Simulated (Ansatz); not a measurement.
This script drives Ansatz 0.2.0, Python API.

`spin_ch5clfpsi.py`
```python
"""Vertical spin-state energies of CH5ClFPSi."""

import ansatz as az

GEOMETRY = """
C    -0.88320   -1.24660    0.16110
Si    0.46490   -0.12800   -0.35770
F     1.73640   -0.51420    0.47940
P     0.07260    2.01100    0.03340
Cl    0.86410   -0.37520   -2.36660
H    -0.70540   -2.24180   -0.03100
H    -1.12840   -1.09090    1.21930
H    -1.80710   -0.94720   -0.41120
H     0.17580    1.97260    1.48130
H     1.29330    2.50920   -0.20500
"""

mol = az.Crystal.molecule()
for line in GEOMETRY.strip().splitlines():
    symbol, *xyz = line.split()
    mol = mol.atom(symbol, [float(v) for v in xyz])

base = mol.calculation()
base = base.basis(gaussian="6-31G*")
base = base.functional("pbe0")
found = {}
for unpaired in [0, 2]:
    summary = base.spin("collinear", total=unpaired).run(threads=1).report
    s = unpaired / 2
    found[unpaired] = summary["free_energy_ev"]
    print(f"2S+1 = {unpaired + 1}: E = {found[unpaired]:.5f} eV, <S^2> = {abs(summary['mean_field']['state']['spin_squared']):.3f} (pure state {s * (s + 1):.2f})")
lowest = min(found, key=found.get)
for unpaired, e in found.items():
    print(f"multiplicity {unpaired + 1}: {23.060548 * (e - found[lowest]):.1f} kcal/mol above the lowest")
```

It is started by `python spin_ch5clfpsi.py`. Estimate its wall time and peak memory on 1 thread of Arm Neoverse V2, on a shared host.

It took about 18 s, with a peak of 0.35 GiB, for 2 runs of the engine.

```console
$ python spin_ch5clfpsi.py
2S+1 = 1: E = -33511.47696 eV, <S^2> = 0.000 (pure state 0.00)
2S+1 = 3: E = -33505.93439 eV, <S^2> = 2.005 (pure state 2.00)
multiplicity 1: 0.0 kcal/mol above the lowest
multiplicity 3: 127.8 kcal/mol above the lowest
```

In order: multiplicity 1 (+0.00 eV) and multiplicity 3 (+5.54 eV), all at the one geometry.

Total energies depend on the basis set; only differences at equal settings carry meaning. The geometry is a force-field or estimated start, not a minimum of this method, and the basis set is short of its limit. All parts are taken at fixed geometry, without zero-point energy.
